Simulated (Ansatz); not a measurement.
# MoN2: the cost of one run

Computed with Ansatz 0.2.0 through its Python package. Level of theory: DFT PBEsol, plane waves, PAW.

### Step 1. Starting point

MoN2 P4/mbm: It takes space group P4/mbm (No. 127, tetragonal). The conventional cell has a = 4.348 Å, b = 4.348 Å, c = 2.767 Å, α = 90.00°, β = 90.00°, γ = 90.00°. Around Mo (site symmetry 4/m) lie 8 N at 2.24 Å. Around N (site symmetry m2m) lie 1 N at 1.37 Å.

Mo Im-3m: Symmetry: Im-3m, No. 229, cubic system. The conventional cell has a = 3.147 Å, b = 3.147 Å, c = 3.147 Å, α = 90.00°, β = 90.00°, γ = 90.00°. Mo (site symmetry m-3m) is surrounded by 8 Mo at 2.73 Å.

N in a box: Symmetry: Pmmm, No. 47, orthorhombic system. Conventional cell: a = 9.000 Å, b = 9.500 Å, c = 10.000 Å, α = 90.00°, β = 90.00°, γ = 90.00°. N (site symmetry mm2) has 1 N at 1.11 Å as nearest neighbours.

The script holds or builds the structure itself.

### Step 2. The script

File mon2_formation.py:

```python
'''Heat of formation of MoN2 at zero temperature, after relaxing atoms and volume at fixed cell shape.'''

from collections import Counter
import warnings

import ansatz as az
import numpy as np

PHASES = {
    'MoN2': (
        [(4.348053, 0.0, 0.0), (0.0, 4.348053, 0.0), (0.0, 0.0, 2.76746)],
        [
            ('Mo', (0.5, 0.5, 0.0)),
            ('Mo', (0.0, 0.0, 0.0)),
            ('N', (0.888353, 0.388353, 0.5)),
            ('N', (0.111647, 0.611647, 0.5)),
            ('N', (0.388353, 0.111647, 0.5)),
            ('N', (0.611647, 0.888353, 0.5)),
        ],
    ),
    'Mo': (
        [(-1.573415, 1.573415, 1.573415), (1.573415, -1.573415, 1.573415), (1.573415, 1.573415, -1.573415)],
        [
            ('Mo', (0.0, 0.0, 0.0)),
        ],
    ),
    'N2': (
        [(9.0, 0.0, 0.0), (0.0, 9.5, 0.0), (0.0, 0.0, 10.0)],
        [
            ('N', (0.5, 0.5, 0.4445)),
            ('N', (0.5, 0.5, 0.5555)),
        ],
    ),
}


def build(vectors, sites):
    crystal = az.Crystal(lattice=az.Lattice.of(vectors))
    for symbol, position in sites:
        crystal = crystal.atom(symbol, position)
    return crystal

GASES = {'N2'}


def compute(name, crystal):
    calc = (
        crystal.calculation()
        .functional('PBEsol')
        .basis(470)
        .kpoints(spacing=0.33)
        .occupations('fermi_dirac', width=0.05)
        .stress()
    )
    if name in GASES:
        return calc.kpoints(1, 1, 1).relax(force_tolerance=0.03, max_steps=60).run(threads=1)
    calc = calc.relax(force_tolerance=0.03, max_steps=60, fix_cell=['shape'])
    return calc.run(threads=1)


def counts(outcome):
    return Counter(site.symbol for site in outcome.lattice.sites)

def formation_energy(outcome, mu):
    n = counts(outcome)
    return (outcome.report['energy_sigma0_ev'] - sum(k * mu[element] for element, k in n.items())) / sum(n.values())


def volume_per_atom(outcome):
    return abs(np.linalg.det(outcome.lattice.cell_ang)) / len(outcome.lattice.sites)

warnings.simplefilter('ignore')

phases = {name: build(*cell) for name, cell in PHASES.items()}

done = {name: compute(name, crystal) for name, crystal in phases.items()}

# chemical potentials of the elements at zero temperature
references = {'Mo': 'Mo', 'N': 'N2'}
mu = {element: done[name].report['energy_sigma0_ev'] / len(done[name].lattice.sites) for element, name in references.items()}

target = done['MoN2']
heat = formation_energy(target, mu)
n = counts(target)
print('cell content:', dict(n), ' volume', round(volume_per_atom(target), 3), 'A^3/atom')
print('formation energy', round(heat, 4), 'eV/atom,', round(heat * sum(n.values()), 4), 'eV per cell')
print('bound against the elements' if heat < 0 else 'unbound against the elements')
# gas references are bare DFT energies, without zero-point or fitted corrections
```

### Step 3. Running it

On the command line:

```console
python mon2_formation.py
```

**Question.** How long does this script take on 1 thread of Arm Neoverse V2, shared host, and how much memory does it need?

About 23 s, with a peak of 0.68 GiB.
